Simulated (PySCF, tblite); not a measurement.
**C₁₀H₁₀O: geometry, infrared bands and NMR shifts**

Wanted: the infrared bands and NMR shifts of C₁₀H₁₀O (`C#Cc1cccc(OCC)c1`), by calculation.

Computed with tblite 0.8.0 and PySCF 2.14.0, with density-fitted response routines of our own, on a single molecule in the gas phase. Atoms count from 0, in the outputs and in this text.

## 1. The starting structure

21 atoms, charge 0, multiplicity 1; geometry from: force field or distance geometry start.

Bonds of the start (Å): C0–C1 1.20, C1–C2 1.43, C2–C3 1.41, C3–C4 1.38, C4–C5 1.39, C5–C6 1.40, C6–O7 1.37, O7–C8 1.43, C8–C9 1.51, C6–C10 1.40, C10–C2 1.39, C0–H11 1.07, C3–H12 1.09, C4–H13 1.09, C5–H14 1.10, C8–H15 1.11, C8–H16 1.09, C9–H17 1.10, C9–H18 1.10, C9–H19 1.10, C10–H20 1.08.

## 2. Relaxing the molecule with GFN2-xTB

What the job is given:

```
{"job": {"kind": "relax", "xc": "GFN2-xTB", "basis": "xTB"}, "charge": 0, "multiplicity": 1}
C     -3.508400    -2.401000     0.694500
C     -2.834400    -1.436800     0.453400
C     -2.000900    -0.304300     0.189800
C     -2.602700     0.954300    -0.029100
C     -1.805200     2.055500    -0.282500
C     -0.422100     1.915500    -0.354000
C      0.184500     0.673900    -0.149200
O      1.555200     0.680900    -0.230000
C      2.223400    -0.570500    -0.031900
C      3.705900    -0.325500    -0.172200
C     -0.621300    -0.441400     0.122600
H     -4.131600    -3.249200     0.902900
H     -3.687400     1.060900     0.036800
H     -2.254900     3.029900    -0.454600
H      0.200400     2.792700    -0.559800
H      2.011200    -0.949900     0.985400
H      1.901900    -1.293500    -0.783700
H      4.270700    -1.256700    -0.030700
H      4.051800     0.418800     0.560400
H      3.946700     0.078800    -1.162600
H     -0.191800    -1.415300     0.293900
```

Run with:

```
$ OMP_NUM_THREADS=1 python probes_run.py task.json out
```

This one command runs all jobs of the session in turn.

**Question.** This job is followed by: GFN2-xTB harmonic vibrations, gas phase; GIAO PBE0/pcSseg-1 NMR shielding, non-relativistic, gas phase. What will the session give for the following? strongest single infrared mode (GFN2-xTB); zero-point energy (GFN2-xTB); 13C shifts against TMS (PBE0/pcSseg-1); 1H shifts against TMS (PBE0/pcSseg-1, means over atoms taken as alike); 17O shifts against H2O (PBE0/pcSseg-1).

As calculated:

| quantity | value |
| --- | --- |
| strongest single infrared mode (GFN2-xTB) | 1272 cm⁻¹, 182 km/mol |
| zero-point energy (GFN2-xTB) | 103.8 kcal/mol |
| 13C shifts against TMS (PBE0/pcSseg-1) | 165.8, 134.9, 131.5, 127.5, 124.6, 118.1, 89.6, 86.5, 65.2, 17.6 ppm |
| 1H shifts against TMS (PBE0/pcSseg-1, means over atoms taken as alike) | 7.54, 7.46, 7.25, 7.04, 3.96, 2.75, 1.56 ppm |
| 17O shifts against H2O (PBE0/pcSseg-1) | 132.6 ppm |

Over 24 steps the energy fell by 0.073 eV; of the close pairs, C0–H11 changed most, 1.073 to 1.049 Å. All 57 modes are real, so the xTB geometry is a minimum. The strongest single mode, at 1272 cm⁻¹, is spread over many atoms; the largest shares are those of C6, C2. Unscaled tight-binding wavenumbers are off by several per cent, some by more. Its intensities can rank the bands wrongly. At PBE0/pcSseg-1: The largest span, 311 ppm, is at C1, where the paramagnetic term is -148 ppm. NICS(1)zz of -26 ppm above the planar ring from C2 marks a diatropic (aromatic) ring current.
